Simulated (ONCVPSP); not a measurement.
# An ONCV potential for As, from input to tests

Task: generate the file, and judge it by its errors in other configurations, its logarithmic derivatives, its ghosts and its cutoff.

Program: ONCVPSP 4.0.1.1 (patched build). Reference atom: PBE, scalar-relativistic, spherical and spin-unpolarised. All values are calculated.

## (1) The atom and the settings

The settings as typed:

| Property | Result |
| --- | --- |
| element | arsenic (As, Z = 33) |
| type | optimised norm-conserving Vanderbilt (ONCV) |
| frozen core | [Ar] 3d10 |
| valence charge | 5 |
| reference configuration | 4s2 4p1 (charge +2) |
| partial waves | 4s: rc 1.65 bohr, ncon 3, nbas 6, qcut 3.6 1/bohr, 2 projectors, debl 1 Ha; 4p: rc 1.40 bohr, ncon 3, nbas 8, qcut 4.7 1/bohr, 2 projectors, debl 2.5 Ha; d scattering state at 0.1 Ha: rc 1.75 bohr, ncon 4, nbas 7, qcut 5.7 1/bohr, 2 projectors, debl 0.7 Ha |
| local potential | polynomial inside 1.10 bohr (lpopt 5, dvloc0 2 Ha) |
| core correction | Teter function, fcfact 4, rcfact 1.55 |

The nodes and maxima of the atom's own shells, from an earlier all-electron run, set the scale for the radii.

All-electron outer shells of the reference configuration (PBE, scalar-relativistic, ld1.x):

```
shell  level (eV)  outermost node (bohr)  outermost maximum (bohr)
   3p     -155.03                   0.22                      0.52
   3d      -61.94                      –                      0.47
   4s      -33.45                   0.73                      1.57
   4p      -22.67                   0.77                      1.83
```

## (2) Generating the potential

The input, As.dat:

```
# ATOM AND REFERENCE CONFIGURATION
# atsym  z   nc   nv     iexc    psfile
  As 33.00    6    2        4      upf
#
#   n    l    f
    1    0    2.00
    2    0    2.00
    2    1    6.00
    3    0    2.00
    3    1    6.00
    3    2   10.00
    4    0    2.00
    4    1    1.00
#
# PSEUDOPOTENTIAL AND OPTIMIZATION
# lmax
    2
#
#   l,   rc,      ep,       ncon, nbas, qcut
    0    1.65    0.00    3    6    3.60
    1    1.40    0.00    3    8    4.70
    2    1.75    0.10    4    7    5.70
#
# LOCAL POTENTIAL
# lloc, lpopt,  rc(5),   dvloc0
    4    5    1.10    2.00
#
# VANDERBILT-KLEINMAN-BYLANDER PROJECTORs
# l, nproj, debl
    0    2    1.00
    1    2    2.50
    2    2    0.70
#
# MODEL CORE CHARGE
# icmod, fcfact, rcfact
    3    4.00    1.55
#
# LOG DERIVATIVE ANALYSIS
# epsh1, epsh2, depsh
   -3.00    5.00    0.02
#
# OUTPUT GRID
# rlmax, drl
    6.00    0.01
#
# TEST CONFIGURATIONS
# ncnf
    4
# nvcnf
#   n    l    f
    2
    4    0    2.00
    4    1    3.00
#
    2
    4    0    2.00
    4    1    2.00
#
    2
    4    0    2.00
    4    1    0.00
#
    2
    4    0    1.00
    4    1    4.00
#
```

On the command line:

```
$ oncvpsp.x < As.dat > As.out
```

What does the calculation give? Wanted: cutoffs for 1 and 0.1 mHa per electron, occupied waves; bound ghosts; GHOST(+) flags; largest test error; largest phase difference near zero energy, channels read; rms error of d²Exc/dn², without and with the model core; projector energies reset by the program.

The runs gave:

| quantity | value |
| --- | --- |
| cutoffs for 1 and 0.1 mHa per electron, occupied waves | 26 Ha and 45 Ha |
| bound ghosts | d at -34.11 eV |
| GHOST(+) flags | s at 60 eV |
| largest test error (AE − PS) | -140 meV, for 4s2 4p3 |
| largest phase difference near zero energy, channels read | 0.004 rad |
| rms error of d²Exc/dn², without and with the model core | 8.10 and 5.16 mHa |
| projector energies reset by the program | s: -1.229, 0.250 Ha |

What this shows: It has a bound ghost (d), a state that the atom doesn't have, and that rules the file out. The worst unpolarised test, 4s2 4p3, is off by 140 meV on 27.1 eV; by total energies transferability rates as poor. By its cutoff, 26 Ha for the looser tolerance, it is of middling hardness. At the looser tolerance the 4s wave is the slowest; 4p needs 9 Ha. Near zero energy the phases of the channels with partial waves agree within 0.004 rad. The program also flags highly localised states, GHOST(+) (s). These are tests on the free atom; a crystal test is still owed.
